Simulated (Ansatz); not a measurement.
## AlFH₅PSi, SMILES F[SiH2][PH][AlH2]: vertical energies of changing the electron count, step by step

Computed with the Python package of Ansatz (0.2.0).

Notebook, run cell by cell (the value of a cell's last expression is shown):

In [1]:
```python
import ansatz as az
```

In [2]:
```python
BASIS = "def2-SVPD"
XC = "HF"
```

In [3]:
```python
def single_point(molecule, charge=0, unpaired=0):
    calc = molecule.calculation().basis(gaussian=BASIS).functional(XC)
    if charge:
        calc = calc.charge(charge)
    if unpaired:
        calc = calc.spin("collinear", total=unpaired)
    report = calc.run(threads=1).report
    if report["published_state_doubts"]:
        print("  doubts:", report["published_state_doubts"])
    return report["free_energy_ev"]
```

In [4]:
```python
geometry_ang = [
    ("F", (-0.6816, 2.7133, 0.9475)),
    ("Si", (-0.7984, 1.1856, 0.3228)),
    ("P", (0.9236, 0.051, 1.0258)),
    ("Al", (0.6359, -1.7515, -0.379)),
    ("H", (-2.0247, 0.5253, 0.7686)),
    ("H", (-0.7877, 1.2543, -1.1475)),
    ("H", (1.919, 0.6987, 0.1404)),
    ("H", (-0.793, -1.8692, -1.153)),
    ("H", (1.6956, -2.8539, -0.5428)),
]
alfh5psi = az.Crystal.molecule()
for symbol, xyz in geometry_ang:
    alfh5psi = alfh5psi.atom(symbol, xyz)

# delta-SCF style differences, no relaxation
parent = single_point(alfh5psi, 0, 0)
cation = single_point(alfh5psi, 1, 1)
print(f"E(N)   = {parent:.5f} eV")
print(f"E(N-1) = {cation:.5f} eV  (1 unpaired)")
print(f"vertical ionisation energy {cation - parent:.3f} eV")
anion = single_point(alfh5psi, -1, 1)
print(f"E(N+1) = {anion:.5f} eV  (1 unpaired)")
print(f"vertical electron affinity {parent - anion:.3f} eV" + ("" if anion < parent else " (unbound in this basis)"))
print(f"fundamental gap IP - EA = {cation + anion - 2 * parent:.3f} eV")
```
```text
E(N)   = -26494.46434 eV
E(N-1) = -26485.93063 eV  (1 unpaired)
vertical ionisation energy 8.534 eV
E(N+1) = -26494.20037 eV  (1 unpaired)
vertical electron affinity -0.264 eV (unbound in this basis)
fundamental gap IP - EA = 8.798 eV
```

At this unrelaxed geometry removing an electron costs 8.53 eV and an added one is unbound in this basis (by 0.26 eV).

Caveats:
- Total energies depend on the basis set; only differences at equal settings carry meaning.
- The geometry is a force-field or estimated start, not a minimum of this method, and the basis set is short of its limit. All parts are taken at fixed geometry, without zero-point energy. At an unrelaxed start these energies can be a whole eV from those at the minimum, and a small affinity can change sign.
- Hartree-Fock leaves correlation out, so bond, atomisation and ionisation energies come out well too low.
- A negative electron affinity means that the anion is unbound here; its size hangs on the basis and tends to about zero as the basis grows, and so does its part in any gap built on it.
- It ran for 19 s on 1 thread of Arm Neoverse V1, with other jobs on the host, peak memory 0.43 GiB.
